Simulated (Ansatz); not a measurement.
# AsH3MgO: single points off equilibrium

The task here is to estimate one member of a computed series from the others.

Program: Ansatz 0.2.0, Gaussian basis. Level of theory: single points in def2-TZVPP. These are calculated values, not measurements.

Cores are frozen in the correlated methods. Filled d shells of the heavier atoms are correlated. The outer core shell of Li, Na, Mg and K is correlated.

## Starting geometry

SMILES `O[AsH][MgH]`, 6 atoms, charge 0, spin multiplicity 1.

Atoms are counted from 1 here; the program's logs count them from 0.

Bond lengths: O1–As2 1.866 Å, O1–H4 0.965 Å, As2–Mg3 2.506 Å, As2–H5 1.625 Å, Mg3–H6 1.847 Å. Angles: As2–O1–H4 115.8°, O1–As2–Mg3 81.2°, O1–As2–H5 97.8°, Mg3–As2–H5 87.5°, As2–Mg3–H6 114.6°.

As a file:

```mol
AsH3MgO
  3D, bonds by distance, orders not assigned

  6  5  0  0  0  0  0  0  0  0999 V2000
   -1.0215   -0.8187   -0.4451 O   0  0
    0.4655   -0.3003   -1.4457 As  0  0
    1.3443    0.2204    0.8425 Mg  0  0
   -1.0290   -0.5307    0.4760 H   0  0
    0.0978    1.2769   -1.5851 H   0  0
    0.0898    0.1034    2.1926 H   0  0
  1  2  8  0
  1  4  8  0
  2  3  8  0
  2  5  8  0
  3  6  8  0
M  END
```

Set-up of the first run:

The input, run/in.yaml:

```yaml
crystal:
  periodic: [false, false, false]
  atoms:
    - {symbol: O, position_ang: [-1.021500, -0.818700, -0.445100]}
    - {symbol: As, position_ang: [0.465500, -0.300300, -1.445700]}
    - {symbol: Mg, position_ang: [1.344300, 0.220400, 0.842500]}
    - {symbol: H, position_ang: [-1.029000, -0.530700, 0.476000]}
    - {symbol: H, position_ang: [0.097800, 1.276900, -1.585100]}
    - {symbol: H, position_ang: [0.089800, 0.103400, 2.192600]}
basis:
  gaussian: {orbitals: def2-TZVPP}
correlation: {method: ccsd_t}
output: {forces: true}
```

No record of the launch command was kept for these runs.

Among the steps run: CCSD(T)/def2-TZVPP; PBE0-D4/def2-TZVPP; wB97M-V/def2-TZVPP; r2SCAN-D4/def2-TZVPP; PBE-D4/def2-TZVPP; LC-wPBE/def2-TZVPP; HSE06-D4/def2-TZVPP.

One of the session's tables, all rows but one given; the rest of the session is left out.

```
   method  RMS force component (eV/Å)  angle to CCSD(T) forces (°)  dipole (D)
  CCSD(T)                       0.564                    reference        5.32
  PBE0-D4                       0.553                          7.8        5.11
  wB97M-V                       0.581                          6.8        5.42
r2SCAN-D4                       0.540                          7.1        4.94
   PBE-D4                       0.517                         27.0        4.53
  LC-wPBE                       0.652                         12.8        5.81
 HSE06-D4                           ?                            ?           ?
```

**Question.** Estimate the row for HSE06-D4.

**Answer.** RMS force component (eV/Å): 0.553; angle to CCSD(T) forces (°): 8.0; dipole (D): 5.08.
